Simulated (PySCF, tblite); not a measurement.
# C7H7O radical: geometry, infrared bands and EPR parameters

What infrared bands and EPR parameters should C7H7O radical (`OCc1c[c]ccc1`) show?

Programs: tblite 0.8.0 and PySCF 2.14.0, with density-fitted response routines of our own. Each step states its level of theory. These are calculated values for one molecule in the gas phase, unless marked as measured. Atoms count from 0, in the outputs and in this text.

**1. The starting structure**

15 atoms, charge 0, multiplicity 2; geometry from: force field or distance geometry start.

Bonds of the start (Å): O0–C1 1.42, C1–C2 1.52, C2–C3 1.40, C3–C4 1.40, C4–C5 1.39, C5–C6 1.39, C6–C7 1.39, C7–C2 1.39, O0–H8 0.97, C1–H9 1.09, C1–H10 1.09, C3–H11 1.08, C5–H12 1.09, C6–H13 1.09, C7–H14 1.09.

**2. Optimising the geometry with GFN2-xTB**

The job: settings as JSON, then the geometry in Å.

```
{"job": {"kind": "relax", "xc": "GFN2-xTB", "basis": "xTB"}, "charge": 0, "multiplicity": 2}
O     -2.556900    -0.668900     0.592100
C     -1.898600    -0.118600    -0.545100
C     -0.432900     0.115600    -0.220100
C     -0.020800     1.363200     0.274600
C      1.319300     1.566600     0.607500
C      2.245600     0.547300     0.421400
C      1.842500    -0.688000    -0.069800
C      0.506100    -0.901900    -0.380700
H     -1.922400    -0.718000     1.326600
H     -2.004100    -0.820500    -1.369500
H     -2.394900     0.807400    -0.823500
H     -0.734200     2.160900     0.439500
H      3.287700     0.725200     0.683800
H      2.571600    -1.490400    -0.201100
H      0.187600    -1.871900    -0.757800
```

On the command line:

```bash
OMP_NUM_THREADS=1 python probes_run.py task.json out
```

One launch serves the whole session: the jobs run in the order shown.

What it wrote:

```text
step      E/eV     max force
  0    -612.03458    2.222
  1    -612.10680    0.617
  2    -612.12351    0.340
  3    -612.13173    0.195
  4    -612.13406    0.112
  5    -612.13519    0.070
  6    -612.13570    0.049
  7    -612.13622    0.063
  8    -612.13656    0.049
  9    -612.13686    0.044
 10    -612.13717    0.056
 11    -612.13752    0.050
 12    -612.13782    0.038
 13    -612.13803    0.036
 14    -612.13821    0.034
 15    -612.13842    0.043
 16    -612.13866    0.040
 17    -612.13889    0.040
 18    -612.13910    0.047
 19    -612.13937    0.056
 20    -612.13989    0.087
 21    -612.14098    0.182
 22    -612.14266    0.331
 23    -612.14673    0.346
 24    -612.15553    0.468
 25    -612.13885    1.402
 26    -612.10969    2.131
 27    -612.14933    0.750
 28    -612.16729    0.627
 29    -612.17522    0.198
 30    -612.17932    0.655
 31    -612.18239    0.310
 32    -612.18569    0.127
 33    -612.18938    0.064
 34    -612.18983    0.069
 35    -612.19016    0.061
 36    -612.19054    0.050
 37    -612.19090    0.062
 38    -612.19118    0.049
 39    -612.19143    0.049
 40    -612.19170    0.045
 41    -612.19199    0.035
 42    -612.19228    0.046
 43    -612.19254    0.051
 44    -612.19279    0.041
 45    -612.19304    0.051
 46    -612.19326    0.038
 47    -612.19343    0.039
 48    -612.19353    0.026
 49    -612.19364    0.024
 50    -612.19378    0.031
 51    -612.19394    0.035
 52    -612.19410    0.041
 53    -612.19426    0.033
 54    -612.19440    0.025
 55    -612.19453    0.024
 56    -612.19465    0.032
 57    -612.19475    0.039
 58    -612.19485    0.037
 59    -612.19495    0.027
 60    -612.19501    0.018
 61    -612.19506    0.021
 62    -612.19511    0.022
 63    -612.19515    0.021
 64    -612.19519    0.018
 65    -612.19522    0.016
 66    -612.19524    0.011
 67    -612.19525    0.012
 68    -612.19526    0.010
```

It took 0.29 s on 1 thread of Arm Neoverse V2, shared host.

Relaxation path: (not every step is listed)

| step | energy from step 0 (eV) | largest force (eV/Å) |
| --- | --- | --- |
| 0 | 0.0000 | 2.2220 |
| 1 | -0.0722 | 0.6168 |
| 2 | -0.0889 | 0.3402 |
| 3 | -0.0971 | 0.1947 |
| 4 | -0.0995 | 0.1124 |
| 5 | -0.1006 | 0.0699 |
| 6 | -0.1011 | 0.0485 |
| 7 | -0.1016 | 0.0625 |
| 8 | -0.1020 | 0.0494 |
| 13 | -0.1034 | 0.0359 |
| 18 | -0.1045 | 0.0466 |
| 23 | -0.1122 | 0.3459 |
| 28 | -0.1327 | 0.6268 |
| 33 | -0.1548 | 0.0636 |
| 38 | -0.1566 | 0.0491 |
| 43 | -0.1580 | 0.0512 |
| 48 | -0.1590 | 0.0263 |
| 53 | -0.1597 | 0.0334 |
| 58 | -0.1603 | 0.0367 |
| 63 | -0.1606 | 0.0208 |
| 64 | -0.1606 | 0.0177 |
| 65 | -0.1606 | 0.0157 |
| 66 | -0.1607 | 0.0106 |
| 67 | -0.1607 | 0.0122 |
| 68 | -0.1607 | 0.0100 |

Close pairs (by a distance rule), those that changed most:

| bond | before (Å) | after (Å) | change (Å) |
| --- | --- | --- | --- |
| C3–C4 | 1.396 | 1.362 | -0.033 |
| C4–C5 | 1.390 | 1.363 | -0.027 |
| C1–H10 | 1.087 | 1.100 | +0.013 |
| O0–C1 | 1.425 | 1.413 | -0.012 |
| C6–H13 | 1.092 | 1.081 | -0.012 |
| C1–C2 | 1.519 | 1.509 | -0.010 |
| C5–H12 | 1.089 | 1.079 | -0.010 |
| C7–H14 | 1.088 | 1.080 | -0.008 |

The final coordinates are the input of the step that follows.

**3. Vibrational analysis with GFN2-xTB**

The job: settings as JSON, then the geometry in Å.

```
{"job": {"kind": "ir", "xc": "GFN2-xTB", "basis": "xTB"}, "charge": 0, "multiplicity": 2}
O     -2.465109    -0.947907     0.500501
C     -1.864707    -0.148019    -0.497273
C     -0.405251     0.112551    -0.215665
C      0.010511     1.358814     0.264165
C      1.333630     1.520790     0.545200
C      2.288759     0.559032     0.400699
C      1.870188    -0.684044    -0.072314
C      0.537327    -0.895430    -0.371889
H     -2.356422    -0.512760     1.353810
H     -1.975319    -0.715805    -1.425158
H     -2.404772     0.804131    -0.602271
H     -0.705863     2.157141     0.396419
H      3.326611     0.736325     0.637628
H      2.593535    -1.475965    -0.203772
H      0.212468    -1.860863    -0.731992
```

What it wrote:

```text
mode    cm-1     km/mol
  1     -20.8      4.16
  2     127.3      0.14
  3     277.1      3.07
  4     300.2     71.64
  5     372.5     24.81
  6     387.4     92.44
  7     464.1      0.66
  8     548.7      4.09
  9     582.8      3.84
 10     642.9      7.19
 11     756.1     25.08
 12     795.1      3.10
 13     852.0      1.18
 14     879.3      0.36
 15     905.2      0.06
 16     942.4     26.80
 17     959.9      3.41
 18    1057.1     94.83
 19    1091.6      1.85
 20    1103.2      5.68
 21    1136.5     18.09
 22    1164.1      1.00
 23    1197.7      1.77
 24    1237.7      1.33
 25    1276.3      8.64
 26    1306.0     13.23
 27    1333.6     72.84
 28    1406.3      0.86
 29    1448.3      0.41
 30    1469.6      0.21
 31    1518.7      3.00
 32    1610.5      5.39
 33    2876.5     62.14
 34    2969.0     22.20
 35    3060.8     29.40
 36    3064.6     14.02
 37    3079.7     29.79
 38    3085.2     23.87
 39    3541.6      6.66
```

Wall time 0.32 s (1 thread of Arm Neoverse V2, shared host).

Which atoms move in the most intense modes:

| cm⁻¹ | km/mol | atoms |
| --- | --- | --- |
| 300 | 71.6 | H8 44 % |
| 387 | 92.4 | H8 34 %, O0 11 % |
| 942 | 26.8 | H9 27 %, H10 25 %, C1 24 % |
| 1057 | 94.8 | C1 45 %, O0 40 % |
| 1334 | 72.8 | H9 41 %, H8 23 %, C1 17 %, H10 14 % |
| 2876 | 62.1 | H10 93 % |
| 3061 | 29.4 | H11 92 % |
| 3080 | 29.8 | H12 57 %, H14 36 % |

**4. g tensor and hyperfine couplings: B3LYP/pcH-1**

The job, as its differences from that of step 3:

```diff
@@ -1,2 +1,2 @@
-{"job": {"kind": "ir", "xc": "GFN2-xTB", "basis": "xTB"}, "charge": 0, "multiplicity": 2}
+{"job": {"kind": "epr", "basis": "pcH-1"}, "charge": 0, "multiplicity": 2}
 O     -2.465109    -0.947907     0.500501
```

Level: UKS B3LYP, pcH-1 on C H O, non-relativistic, mean-field spin-orbit, GIAO.

What it wrote:

```text
UKS, coarse grid
  cycle   1  E = -346.01085270  |g| = 5.08e-01
  cycle   2  E = -345.90833783  |g| = 7.48e-01
  cycle   3  E = -346.10895534  |g| = 8.19e-02
  cycle   4  E = -346.11143385  |g| = 3.76e-02
  cycle   5  E = -346.11211586  |g| = 1.41e-02
  cycle   6  E = -346.11221839  |g| = 5.85e-03
  cycle   7  E = -346.11224413  |g| = 1.67e-03
  cycle   8  E = -346.11225006  |g| = 1.23e-03
  cycle   9  E = -346.11225219  |g| = 6.18e-04
UKS, final grid
  cycle   1  E = -346.11224485  |g| = 8.89e-04
  cycle   2  E = -346.11224394  |g| = 1.69e-03
  cycle   3  E = -346.11224556  |g| = 1.79e-04
  cycle   4  E = -346.11224567  |g| = 1.65e-04
  cycle   5  E = -346.11224573  |g| = 5.22e-05
  cycle   6  E = -346.11224573  |g| = 1.35e-05
E = -346.11224573 Eh   <S^2> = 0.7569 (exact 0.7500)
g shifts (ppm)      1          2          3
  rmc          -164       -164       -164
  gc             30         12        -28
  oz_so        -669        -24        965
  total        -803       -176        773
hyperfine (MHz)  atom isotope    a_iso     a_fc   dipolar eigenvalues
    0   17O      -0.50      -0.50     -1.34      0.65      0.68
    1   13C       4.90       4.90     -1.39     -1.24      2.63
    2   13C      41.76      41.76     -6.76     -2.62      9.39
    3   13C      13.43      13.43    -13.76     -2.52     16.28
    4   13C     394.36     394.36    -79.07    -62.66    141.73
    5   13C      14.04      14.04    -13.99     -2.25     16.23
    6   13C      48.58      48.58     -6.37     -2.27      8.63
    7   13C      -7.28      -7.28     -6.35      2.31      4.04
    8    1H       0.06       0.06     -1.23     -0.50      1.72
    9    1H       4.07       4.07     -1.28     -0.73      2.01
   10    1H      -0.52      -0.52     -1.63     -0.84      2.47
   11    1H      56.08      56.08     -6.88     -5.66     12.55
   12    1H      56.20      56.20     -6.89     -5.68     12.57
   13    1H      15.44      15.44     -3.10     -2.24      5.34
   14    1H       6.42       6.42     -1.56      0.36      1.20
```

Wall time 53 s (1 thread of Arm Neoverse V2, shared host); peak memory 0.97 GiB.

Principal g values 2.00152, 2.00214, 2.00309; g(iso) = 2.00225, against 2.00232 for a free electron.

Hyperfine couplings; where a row names several nuclei, a(iso) is their mean (it holds for fast rotation or exchange) and the dipolar term the largest among them:

| nuclei | isotope | a(iso) (MHz) | a(iso) (G, at g = 2.0023) | largest dipolar term (MHz) |
| --- | --- | --- | --- | --- |
| C4 | 13C | 394.4 | 140.7 | 141.7 |
| H12 | 1H | 56.2 | 20.1 | 12.6 |
| H11 | 1H | 56.1 | 20.0 | 12.5 |
| C6 | 13C | 48.6 | 17.3 | 8.6 |
| C2 | 13C | 41.8 | 14.9 | 9.4 |
| H13 | 1H | 15.4 | 5.5 | 5.3 |
| C5 | 13C | 14.0 | 5.0 | 16.2 |
| C3 | 13C | 13.4 | 4.8 | 16.3 |
| C7 | 13C | -7.3 | -2.6 | -6.3 |
| H14 | 1H | 6.4 | 2.3 | -1.6 |
| C1 | 13C | 4.9 | 1.7 | 2.6 |
| H9, H10 | 1H | 1.8 | 0.6 | 2.5 |
| O0 | 17O | -0.5 | -0.2 | -1.3 |
| H8 | 1H | 0.1 | 0.0 | 1.7 |

Mulliken spin populations:

O0 0.00; C1 0.01; C2 0.06; C3 -0.07; C4 1.00; C5 -0.08; C6 0.06; C7 -0.04; H8 0.00; H9 0.00; H10 0.00; H11 0.02; H12 0.02; H13 0.01; H14 0.00

In first order the couplings over 0.8 MHz of 1H give 48 distinct lines over 49.2 G, if the averaged nuclei exchange fast.

The fields below are evaluated on a grid from the run's orbitals.

ELF in a plane through or near 10 of the atoms.

Ten even steps from ' ' (0.00) to '@' (1.00):
```
                                                        
                                                        
                                                        
                          ----                          
            --####::    **@@@@##                        
          ..@@@@@@%%    %%@@@@%%                        
          ::@@@@@@@@--::##@@@@++                        
            **@@@@%%++##--==**..  ....                  
              ::**..--%%::..##--====++--....            
        ..::::--##%%++++==%%--==%%--::==..              
      ==@@@@@@%%::--==    ==..--%%++++##--              
      ++@@@@@@%%::++##----**@@**--==%%@@**..            
      ::%%@@%%==++%%..--%%++--++    **@@%%==            
        ..::..  ==##::--%%::%%@@**  ..++**::            
              ..##@@@@##--==@@@@@@==                    
              ::##%%%%**  ::@@@@@@++                    
                --++++::    ++%%**..                    
                                                        
                                                        
                                                        
```
The map spans 12.0 Å across and 9.7 Å up, centred on the molecule. Atoms in the plane (x, y in Å): C1 (1.9, 0.2), C2 (0.4, -0.1), C3 (-0.1, -1.4), C4 (-1.4, -1.5), C5 (-2.3, -0.5), C6 (-1.8, 0.8), C7 (-0.5, 1.0), H11 (0.6, -2.2), H13 (-2.5, 1.7), H14 (-0.1, 2.0).

log10 of the density (e/Å³) in the same plane.

Ten even steps from '0' (-4.0) to '9' (1.2):
```
0000000000000000000000000000
0000000000000000000000000000
0000000000011111000000000000
0000001122223332100000000000
0000023344344554321110000000
0000124555556765433221000000
0000235677667875444443200000
0000235678778876556554310000
0001235679988877777765420000
0012345678777888789765420000
0013467788766798778765320000
0013567788777787667764320000
0012456677888987555554210000
0002344567888887644443210000
0000123456666677643221000000
0000012345555566542110000000
0000001233333344321000000000
0000000112222222210000000000
0000000000000000000000000000
0000000000000000000000000000
```
The map spans 12.0 Å across and 9.7 Å up, centred on the molecule. Atoms in the plane (x, y in Å): C1 (1.9, 0.2), C2 (0.4, -0.1), C3 (-0.1, -1.4), C4 (-1.4, -1.5), C5 (-2.3, -0.5), C6 (-1.8, 0.8), C7 (-0.5, 1.0), H11 (0.6, -2.2), H13 (-2.5, 1.7), H14 (-0.1, 2.0).

On the surface of density 0.002 e/bohr³ the electrostatic potential runs, from the 1st to the 99th percentile, from -1.55 V near O0 to 2.03 V near H8.

The spin density lies nearest to C4 74 %.

**5. Outcome**

| quantity | value |
| --- | --- |
| strongest single infrared mode (GFN2-xTB) | 1057 cm⁻¹, 95 km/mol |
| zero-point energy (GFN2-xTB) | 72.7 kcal/mol |
| g(iso) (B3LYP) | 2.00225 |
| ⟨S²⟩ | 0.757 (exact 0.75) |
| largest a(iso) (averaged by class) | 13C on C4, 394.4 MHz |
| surface potential, 1st and 99th percentile | -1.55 V and 2.03 V |

In words: Over 68 steps the energy fell by 0.161 eV; of the close pairs, C3–C4 changed most, 1.396 to 1.362 Å. The lowest mode is imaginary (21i cm⁻¹), so the xTB geometry is not a minimum. The strongest single mode, at 1057 cm⁻¹, moves mainly C1 and O0. GFN2-xTB is a fitted tight-binding method: band positions and strengths are rough. Its intensities can rank the bands wrongly. C4 carries the largest spin population, 1.00 e. The isotropic g lies 0.1 ppt below the free-electron value.
